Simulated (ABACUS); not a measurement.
Runs of ABACUS 3.10.1 on HPbNO4. The typed cell holds 14 atoms: a = 4.120 Å, b = 6.427 Å, c = 8.387 Å, α = 67.04°, β = 89.96°, γ = 89.98°. The cell was built by a generator and needn't be a form met in nature.

```tsv
task	level	potentials or basis	spin	cell	k mesh	cutoff (eV)	SCF threshold on the density	eigensolver	mixing share	symmetry key	optimiser	mesh quality	gap on the mesh (eV)	pressure (GPa)	largest force (eV/Å)
single point	PBE	PseudoDojo NC FR 0.4 PBE standard, DZP LCAO (the cutoffs set its grid)	SOC, no magnetisation	as given	4 × 3 × 3	1361	1e-07	genelpa	0.4	0	-	not flagged	3.21	3.6	1.57
relaxation of cell and atoms	LDA-PW92	PseudoDojo NC SR 0.4.1 LDA standard, plane waves	off	relaxed	5 × 3 × 3	1143	1e-08	dav	0.7	1	ASE BFGS	not flagged	2.87	0.0	0.03
single point	LDA-PW92	PseudoDojo NC SR 0.4.1 LDA standard, plane waves	off	as given	5 × 3 × 3	1143	1e-08	dav	0.7	1	-	not flagged	3.19	(b)	0.77
single point	r2SCAN	SG15 ONCV 1.2 PBE, DZP LCAO (the cutoffs set its grid)	off	as given	4 × 3 × 2	1361	1e-07	genelpa	0.7	1	-	not flagged	(c)	(a)	(d)
single point	LDA	PseudoDojo NC SR 0.4.1 LDA standard, plane waves	off	as given	5 × 3 × 3	1143	1e-08	dav	0.7	1	-	not flagged	3.19	-5.5	0.74
```

Alike in all rows: smearing fermi-dirac 0.05 eV.

Task: Estimate the missing entries.

Result: (a) 0.6; (b) -5.6; (c) 3.77; (d) 1.23.

Caveats: an odd mesh through Γ misses points on the zone boundary, where band edges often lie; spin-orbit coupling is left out, which as a rule narrows the gap of such compounds by several tenths of an eV (some runs); the atomic orbitals were generated for these runs and aren't a published set (some runs); the basis of atomic orbitals isn't converged, which shifts pressures, moduli and gaps (some runs); forces of over 1 eV/Å show positions far from the minimum, so gaps and moduli don't describe the material at rest (some runs); there are fewer bands than atomic start orbitals, so a level may be missed at k points of high symmetry (some runs).

A k mesh can miss the band edges, and rows without SOC leave out spin-orbit coupling on Pb.
